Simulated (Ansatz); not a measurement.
## LiY3, space group Fm-3m: a surface slab

Run with Ansatz 0.2.0, Python API.

The script reads `liy3.cif`:
```cif
data_LiY3
_cell_length_a 5.515224
_cell_length_b 5.515224
_cell_length_c 5.515224
_cell_angle_alpha 60.00000
_cell_angle_beta 60.00000
_cell_angle_gamma 60.00000
_symmetry_space_group_name_H-M 'P 1'
_symmetry_Int_Tables_number 1
loop_
_symmetry_equiv_pos_as_xyz
'x, y, z'
loop_
_atom_site_label
_atom_site_type_symbol
_atom_site_fract_x
_atom_site_fract_y
_atom_site_fract_z
Li1 Li    0.000000    0.000000    0.000000
Y2 Y    0.250000    0.250000    0.250000
Y3 Y    0.750000    0.750000    0.750000
Y4 Y    0.500000    0.500000    0.500000
```

`liy3_slab.py`:
```python
"""Cutting and solving a surface of LiY3."""

import warnings

import ansatz as az
from ase.build import surface
from ase.io import read
import numpy as np


def main() -> None:
    warnings.simplefilter("ignore", az.DeckWarning)

    atoms = read("liy3.cif")
    # the plane is named in the basis of this cell
    slab = surface(atoms, (0, 1, 0), 2, vacuum=7.0)
    slab.pbc = True

    print(slab.get_chemical_formula(), "area {:.3f} A^2, cell height {:.2f} A".format(np.linalg.norm(np.cross(slab.cell[0], slab.cell[1])), slab.cell[2, 2]))


    def common(structure):
        return (
            az.Crystal.from_ase(structure).calculation()
            .functional("r2scan")
            .occupations("Methfessel-Paxton", width=0.05)
            .scf(tolerance=1e-07)
        )


    calculation = (
        common(slab)
        .kpoints(4, 4, 1)
        .electric_field(axis=3, dipole_correction=True)
        .potential()
        .forces()
    )
    result = calculation.run()
    data = result.report

    print(f"slab free energy {data['free_energy_ev']:.4f} eV, Fermi level {data['fermi_energy_ev']:.3f} eV")
    face = data["work_function"]
    print("work function (eV), upper and lower face:", *(round(face[k], 3) for k in ("phi_plus_ev", "phi_minus_ev") if face.get(k) is not None))
    print(f"dipole {face['dipole_moment_e_ang']:+.4f} e A")

    # surface energy from the bulk energy at the same settings
    bulk = common(atoms).kpoints(5, 5, 5).run().report
    excess = data["free_energy_ev"] - bulk["free_energy_ev"] * len(slab) / len(atoms)
    area = np.linalg.norm(np.cross(slab.cell[0], slab.cell[1]))
    print(f"mean surface energy {excess / (2 * area) * 16.02177:.3f} J/m^2 ({1000 * excess / (2 * area):.1f} meV/A^2)")

    print("z (A) and force along z (eV/A)")
    for site, force in sorted(zip(result.lattice.sites, data["forces_ev_ang"]), key=lambda pair: pair[0].position_ang[2]):
        print(f"{site.symbol:3s} {site.position_ang[2]:8.3f} {force[2]:9.4f}")


if __name__ == "__main__":
    main()
```

```console
$ python liy3_slab.py
Li2Y6 area 26.342 A^2, cell height 21.88 A
RunWarning: efield: at this solve's end the planar-averaged density reaches 2.06e-5 e/Å³ inside the ramp window [0.9043, 0.0957] (bound 1e-5 e/Å³); the window's nearer edge stands 4.91 Å from this solve's nearest atom along the axis. Its work functions, free [...]
RunWarning: The output density's exchange-correlation potential varies sharply where the density is thin. Do not read a vacuum level from v_tot or v_xc, or from such a field of the output density. On a cell that repeats whose density bears no net charge and [...]
slab free energy -23563.7100 eV, Fermi level 1.680 eV
work function (eV), upper and lower face: 2.807 3.0
dipole +0.0281 e A
mean surface energy 0.969 J/m^2 (60.5 meV/A^2)
z (A) and force along z (eV/A)
Li     7.000    0.1807
Y      8.126    0.5226
Y      9.252   -0.3276
Y     10.377   -0.3505
Li    11.503   -0.0137
Y     12.629    0.5188
Y     13.755   -0.0343
Y     14.881   -0.4959
```
(Warnings from the package without file and line, shortened.)

Absolute energies stand on the zero of these potentials, so only differences at equal settings mean something. A total without «per atom» is that of the cell as typed. No spin polarisation was allowed. The density doesn't vanish in the vacuum (a short gap or a low cutoff), which blurs the vacuum level. An absolute Fermi energy rests on an arbitrary zero of the periodic potential and has no direct meaning. This cell is a computed structure, which may not be the phase found in nature. The slab is thin and cut from the structure as given; a cut can leave two unlike or polar faces, and the surface energy is then their mean. Miller indices refer to the vectors of the cell as typed, and the lattice isn't relaxed for this functional, so relaxation and surface energy can hold strain. The script silences the warnings on its input, which a real study should read. Hardware and time: 19 s on 1 thread of AMD EPYC 9R45 96-Core Processor (Zen 5), with other jobs on the host, peak memory 2 GiB.

(Lines on the test bed's own set-up are left out of the output.)
